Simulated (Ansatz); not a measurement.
Run this with Ansatz 0.2.0, Python API and show what comes out.

Script `tae.py`:
```python
'''Atomisation energy of HMg at the given geometry.'''

from collections import Counter

import ansatz


def energy(molecule, charge=0, unpaired=0):
    calc = molecule.calculation().basis(gaussian='def2-TZVP').functional('CAM-B3LYP')
    if charge:
        calc = calc.charge(charge)
    if unpaired:
        calc = calc.spin('collinear', total=unpaired)
    return calc.run().report['free_energy_ev']

geometry = (
    ansatz.Crystal.molecule()
    .atom('Mg', (0.0, 0.0, 0.0))
    .atom('H', (0.0, 0.0, 1.675))
)

# unpaired electrons of the ground-state atoms
unpaired = {'Mg': 0, 'H': 1}
counts = Counter(site.symbol for site in geometry.cartesian_sites)
atom_energy = {s: energy(ansatz.Crystal.molecule().atom(s, (0, 0, 0)), 0, unpaired[s]) for s in counts}
whole = energy(geometry, 0, 1)
for s, e in atom_energy.items():
    print(f'{s:2s} x{counts[s]}  {e:14.5f} eV')
print(f'HMg: {whole:.5f} eV')
split = sum(counts[s] * e for s, e in atom_energy.items()) - whole
print(f'atomisation energy (no zero-point term): {split:.3f} eV, {split / sum(counts.values()):.3f} eV an atom')
```

```console
$ python tae.py
Mg x1     -5444.13772 eV
H  x1       -13.57334 eV
HMg: -5459.15147 eV
atomisation energy (no zero-point term): 1.440 eV, 0.720 eV an atom
```

1.440 eV from the electronic energies, without the zero-point term.

Notes:
- Total energies depend on the basis set; only differences at equal settings carry meaning.
- The geometry is a force-field or estimated start, not a minimum of this method, and the basis set is short of its limit. All parts are taken at fixed geometry, without zero-point energy.
- The run takes the species as open-shell (spin multiplicity 2), which needn't be its ground state.
- The whole script took 1.3 s on 1 thread of Arm Neoverse V2 (shared host), peak memory 0.15 GiB.
